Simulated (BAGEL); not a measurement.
# CH5GaO (SMILES C[O][GaH2]) at PBE0/cc-pVDZ (density fitting with qzvpp-jkfit)

What is the energy change on altering one bond length of CH5GaO at PBE0/cc-pVDZ (density fitting with qzvpp-jkfit)? 

The calculation is run with BAGEL 1.2.2.

6 further runs of the same task are left out: 6 that didn't finish. Runs told in other sessions of the task aren't counted.

### 1 The structure to begin with

The species is CH5GaO (8 atoms), meant as a singlet with charge 0. As SMILES, `C[O][GaH2]`. The coordinates come from a PBE0-D4/def2-TZVP relaxation.

Bond lengths: C1–O2 1.402 Å, O2–Ga3 1.782 Å, C1–H4 1.096 Å, C1–H5 1.099 Å, C1–H6 1.096 Å, Ga3–H7 1.565 Å, Ga3–H8 1.555 Å. Angles: C1–O2–Ga3 123.8°, O2–C1–H4 110.0°, O2–C1–H5 113.2°, O2–C1–H6 110.0°, O2–Ga3–H7 115.8°, O2–Ga3–H8 113.9°, H4–C1–H5 107.8°, H4–C1–H6 107.8°, H5–C1–H6 107.8°, H7–Ga3–H8 130.3°.

### 2 A single-point energy at PBE0/cc-pVDZ (density fitting with qzvpp-jkfit)

The input, input.json:

```json
{ "bagel" : [

{
  "title" : "molecule",
  "basis" : "cc-pvdz.json",
  "df_basis" : "qzvpp-jkfit",
  "angstrom" : true,
  "geometry" : [
    { "atom" : "C", "xyz" : [   -0.616800,    0.972600,   -0.422900 ] },
    { "atom" : "O", "xyz" : [   -0.705300,   -0.273500,    0.213500 ] },
    { "atom" : "Ga", "xyz" : [    0.703200,   -1.302000,    0.579300 ] },
    { "atom" : "H", "xyz" : [   -1.200200,    0.962000,   -1.350600 ] },
    { "atom" : "H", "xyz" : [    0.414200,    1.256200,   -0.676600 ] },
    { "atom" : "H", "xyz" : [   -1.030600,    1.754200,    0.224300 ] },
    { "atom" : "H", "xyz" : [    2.093900,   -0.732800,    0.142900 ] },
    { "atom" : "H", "xyz" : [    0.341700,   -2.636700,    1.290100 ] }
  ]
},
{
  "title" : "ks",
  "xc_func" : "pbe0"
},
{
  "title" : "print",
  "file" : "orbitals.molden",
  "orbitals" : true
}

]}
```

The basis set cc-pVDZ is read from a file made from the Basis Set Exchange's data (not shown).

Run with:

```
$ BAGEL_NUM_THREADS=1 BAGEL input.json > input.out
```

Output:

```text
* using 1 threads per process

  ===============================================================
  ===============================================================

  *** Geometry ***

  { "atom" : "C", "xyz" : [     -1.165583,      1.837948,     -0.799165 ] },
  { "atom" : "O", "xyz" : [     -1.332824,     -0.516840,      0.403457 ] },
  { "atom" : "Ga", "xyz" : [      1.328855,     -2.460423,      1.094718 ] },
  { "atom" : "H", "xyz" : [     -2.268049,      1.817917,     -2.552264 ] },
  { "atom" : "H", "xyz" : [      0.782725,      2.373874,     -1.278589 ] },
  { "atom" : "H", "xyz" : [     -1.947552,      3.314958,      0.423866 ] },
  { "atom" : "H", "xyz" : [      3.956898,     -1.384791,      0.270042 ] },
  { "atom" : "H", "xyz" : [      0.645719,     -4.982641,      2.437936 ] },

  Number of auxiliary basis functions:      508

  Since a DF basis is specified, we compute 2- and 3-index integrals:
    o Being stored without compression. Storage requirement is 0.026 GB

  Number of basis functions:       80
  Number of electrons      :       50

    * METHOD: MOLECULE                             0.23

  *** Kohn-Sham DFT ***

    * Removing 13175 points whose weight is below 1.00e-10
    * Grid points: 106073

  === Nuclear Repulsion ===
   184.2549386768

       - DIIS with orbital gradients will be used.

  === KS iteration (pbe0 / cc-pvdz.json) ===
      0      -2011.23602866          0.09965353           0.38
      1      -1897.11143056          0.21411566           0.33
      2      -1976.50841605          0.11390810           0.33
      3      -2021.05793444          0.14482567           0.33
      4      -2037.31449716          0.06600162           0.33
      5      -2040.23220488          0.03314058           0.33
      6      -2039.76591985          0.04448649           0.34
      7      -2040.48926201          0.02182209           0.33
      8      -2040.75990835          0.00296710           0.33
      9      -2040.76635555          0.00131270           0.35
     10      -2040.76758615          0.00024419           0.33
     11      -2040.76761050          0.00015429           0.33
     12      -2040.76762289          0.00003033           0.34
     13      -2040.76762333          0.00001387           0.34
     14      -2040.76762342          0.00000121           0.34
     15      -2040.76762342          0.00000015           0.34
     16      -2040.76762342          0.00000006           0.34
     17      -2040.76762342          0.00000001           0.34
     18      -2040.76762342          0.00000001           0.34
    * SCF iteration converged.

    * Permanent dipole moment:
           (   -0.402638,    -0.132086,     0.109778) a.u.

    * METHOD: KS                                   7.07

    * METHOD: PRINT                                0.02

  ===============================================================
```

Wall time 7.5 s (1 thread of AMD EPYC 9B14 (Zen 4), shared host); peak memory 0.43 GiB.

### 3 The distorted shape

The input, dft.json:

```json
{ "bagel": [

{
  "title": "molecule",
  "basis": "cc-pvdz.json",
  "df_basis": "qzvpp-jkfit",
  "angstrom": true,
  "geometry": [
    { "atom": "C", "xyz": [      -0.441795,       0.975780,      -0.144614 ] },
    { "atom": "O", "xyz": [      -0.530295,      -0.270320,       0.491786 ] },
    { "atom": "Ga", "xyz": [       0.878205,      -1.298820,       0.857586 ] },
    { "atom": "H", "xyz": [      -1.200200,       0.962000,      -1.350600 ] },
    { "atom": "H", "xyz": [       0.589205,       1.259380,      -0.398314 ] },
    { "atom": "H", "xyz": [      -0.855595,       1.757380,       0.502586 ] },
    { "atom": "H", "xyz": [       2.268905,      -0.729620,       0.421186 ] },
    { "atom": "H", "xyz": [       0.516705,      -2.633520,       1.568386 ] }
  ]
},

{
  "title": "ks",
  "xc_func": "pbe0"
},

{
  "title": "print",
  "file": "orbitals.molden",
  "orbitals": true
}

]}
```

The basis set cc-pVDZ is read from a file made from the Basis Set Exchange's data (not shown).

Run with:

```
$ BAGEL_NUM_THREADS=1 BAGEL dft.json > dft.out
```

Output:

```text
* using 1 threads per process

  ===============================================================
  ===============================================================

  *** Geometry ***

  { "atom" : "C", "xyz" : [     -0.834872,      1.843957,     -0.273281 ] },
  { "atom" : "O", "xyz" : [     -1.002112,     -0.510831,      0.929341 ] },
  { "atom" : "Ga", "xyz" : [      1.659567,     -2.454414,      1.620603 ] },
  { "atom" : "H", "xyz" : [     -2.268049,      1.817917,     -2.552264 ] },
  { "atom" : "H", "xyz" : [      1.113436,      2.379883,     -0.752704 ] },
  { "atom" : "H", "xyz" : [     -1.616840,      3.320967,      0.949750 ] },
  { "atom" : "H", "xyz" : [      4.287609,     -1.378782,      0.795926 ] },
  { "atom" : "H", "xyz" : [      0.976431,     -4.976632,      2.963820 ] },

  Number of auxiliary basis functions:      508

  Since a DF basis is specified, we compute 2- and 3-index integrals:
    o Being stored without compression. Storage requirement is 0.026 GB

  Number of basis functions:       80
  Number of electrons      :       50

    * METHOD: MOLECULE                             0.23

  *** Kohn-Sham DFT ***

    * Removing 12790 points whose weight is below 1.00e-10
    * Grid points: 106458

  === Nuclear Repulsion ===
   182.9524921872

       - DIIS with orbital gradients will be used.

  === KS iteration (pbe0 / cc-pvdz.json) ===
      0      -2011.62777847          0.09914033           0.38
      1      -1899.05237556          0.21301014           0.34
      2      -2013.97733451          0.11748534           0.34
      3      -2033.36228169          0.09990500           0.33
      4      -2036.22027735          0.09818756           0.33
      5      -2040.57235510          0.01515754           0.33
      6      -2040.63606394          0.01409070           0.33
      7      -2040.72227591          0.00447479           0.34
      8      -2040.73276122          0.00101107           0.34
      9      -2040.73337696          0.00017824           0.34
     10      -2040.73339615          0.00002158           0.34
     11      -2040.73339653          0.00000529           0.34
     12      -2040.73339655          0.00000116           0.33
     13      -2040.73339655          0.00000061           0.34
     14      -2040.73339655          0.00000011           0.34
     15      -2040.73339655          0.00000006           0.34
     16      -2040.73339655          0.00000003           0.34
     17      -2040.73339655          0.00000000           0.34
    * SCF iteration converged.

    * Permanent dipole moment:
           (   -0.520953,    -0.058263,    -0.057187) a.u.

    * METHOD: KS                                   6.77

    * METHOD: PRINT                                0.02

  ===============================================================
```

Run time: 7.2 s. Hardware: 1 thread of AMD EPYC 9B14 (Zen 4), shared host; peak memory 0.43 GiB.

### 4 Summary of results

Level: PBE0/cc-pVDZ (density fitting with qzvpp-jkfit).

| quantity | value |
| --- | --- |
| first shape: total energy | -2040.76762 Eh |
| first shape: dipole moment | 1.11 D |
| first shape: HOMO energy | -7.70 eV |
| first shape: LUMO energy | -1.11 eV |
| first shape: HOMO–LUMO gap | 6.59 eV |
| distorted shape: total energy | -2040.73340 Eh |
| distorted shape: dipole moment | 1.34 D |
| distorted shape: HOMO energy | -7.54 eV |
| distorted shape: LUMO energy | -1.22 eV |
| distorted shape: HOMO–LUMO gap | 6.32 eV |
| energy change with the C1–H4 bond stretched from 1.096 to 1.425 Å | 0.931 eV |

With the C1–H4 bond stretched from 1.096 to 1.425 Å the energy rises by 0.93 eV (21.5 kcal/mol). The first shape isn't relaxed at this level, so the change isn't measured from a minimum.
